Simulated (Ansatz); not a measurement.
# Fe: the cost of one run

Computed with Ansatz 0.2.0 (DFT PBE, PAW, plane waves, scalar-relativistic, unless a step's input says otherwise).

The COD cell was measured well above room temperature, so it is larger than a cold one.

### 1 The structure to begin with

The structure is cubic, space group Im-3m (No. 229). The conventional cell has a = 2.886 Å, b = 2.886 Å, c = 2.886 Å, α = 90.00°, β = 90.00°, γ = 90.00°. Fe (site symmetry m-3m) has 8 Fe at 2.50 Å as nearest neighbours.

Structure file:

```cif
data_structure
_symmetry_space_group_name_H-M 'Im-3m'
_symmetry_Int_Tables_number 229
_cell_length_a 2.8860
_cell_length_b 2.8860
_cell_length_c 2.8860
_cell_angle_alpha 90.000
_cell_angle_beta 90.000
_cell_angle_gamma 90.000
_cell_volume 24.04
loop_
_atom_site_label
_atom_site_type_symbol
_atom_site_symmetry_multiplicity
_atom_site_Wyckoff_symbol
_atom_site_fract_x
_atom_site_fract_y
_atom_site_fract_z
_atom_site_occupancy
Fe1 Fe 2 a 0.00000 0.00000 0.00000 1
```

Atoms are counted from 1 in the order of input.yaml (Fe2 and so on).

Known so far: 7 plain starts ended in 3 states. The lowest came from “moments ++ scaled by 0.4, plain SCF [Fe1 1.60, Fe2 1.60 μB]”: ferromagnetic, site moments Fe1 2.32, Fe2 2.32 μB, total 4.51 μB per cell, no gap on the k-mesh, free energy -8960.9339 eV.

Runs to come: parallel moments, default search for lower states; opposed moments +-, default search for lower states; the moments typed in its input, symmetry off, plain SCF; the moments typed in its input, standard search for lower states; the moments typed in its input, symmetry off, default search.

“Plain SCF” means no search for lower states. The default search runs further SCF cycles only where the state itself hints at a lower one. The standard and full searches may also try other magnetic orders and fillings, and need not reach the lowest state. With a search on, the program may also reshape the start on open shells. 

The total moment includes the space between the atomic spheres.

### 2 Parallel moments, default search for lower states

File input.yaml:

```yaml
crystal:
  lattice:
    - [1.443, -1.443, -1.443]
    - [-2.886, 0.0, 0.0]
    - [0.0, 2.886, -2.886]
  atoms:
    - { symbol: Fe, position: [0.0, 0.0, 0.0], spin: 4.0 }
    - { symbol: Fe, position: [0.0, 0.5, 0.5], spin: 4.0 }
magnetization:
  spin_polarized: true
hamiltonian:
  xc: pbe
  pseudopotentials: { kind: paw }
basis:
  ecutwfc: 420
kpoints:
  mp_grid: { grid: [12, 10, 6] }
scf:
  occupations: { method: fermi_dirac, width: 0.05 }
output:
  forces: true
  stress: true
```

Q: Estimate wall time and peak memory on 2 threads of an Arm CPU, shared host.

About 11 s, with a peak of 0.49 GiB.
